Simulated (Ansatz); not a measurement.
# Sr (fcc type): the cost of one run

Computed with Ansatz 0.2.0 (DFT PBE, with the methods named in each step, unless a step's input says otherwise).

### Step 1. The system as given

Symmetry: Fm-3m, No. 225, cubic system. The conventional cell has a = 6.038 Å, b = 6.038 Å, c = 6.038 Å, α = 90.00°, β = 90.00°, γ = 90.00°. Sr (site symmetry m-3m) is surrounded by 12 Sr at 4.27 Å.

Structure file:

```cif
data_structure
_symmetry_space_group_name_H-M 'P 1'
_symmetry_Int_Tables_number 1
_cell_length_a 4.2697
_cell_length_b 4.2697
_cell_length_c 4.2697
_cell_angle_alpha 60.000
_cell_angle_beta 60.000
_cell_angle_gamma 60.000
_cell_volume 55.04
loop_
_atom_site_label
_atom_site_type_symbol
_atom_site_fract_x
_atom_site_fract_y
_atom_site_fract_z
_atom_site_occupancy
Sr1 Sr 0.00000 0.00000 0.00000 1
```

Whether this phase is the stable one at these pressures isn't tested.

### Step 2. Cell relaxed at zero pressure, PAW

input.yaml

```yaml
crystal:
  lattice:
    - [0.0, 3.0191369257, 3.0191369257]
    - [3.0191369257, 0.0, 3.0191369257]
    - [3.0191369257, 3.0191369257, 0.0]
  atoms:
    - { symbol: Sr, position: [0.0, 0.0, 0.0] }
kpoints:
  mp_grid: { grid: [12, 12, 12] }
scf:
  occupations: { method: fermi_dirac, width: 0.08 }
hamiltonian:
  xc: pbe
  pseudopotentials: { kind: paw }
output:
  forces: true
  stress: true
relax:
  f_tol: 0.005
  max_steps: 40
  cell: {}
```

Run with:

```sh
$ ansatz run input.yaml --threads 1 --pin off --max-ram 2048MiB --backend cpu --events-out ev --progress --plain --runs-dir out
```

**Question.** How long does this run take on 1 thread of Arm Neoverse V1, shared host, and how much memory does it need?

About 3.9 s, with a peak of 0.31 GiB.
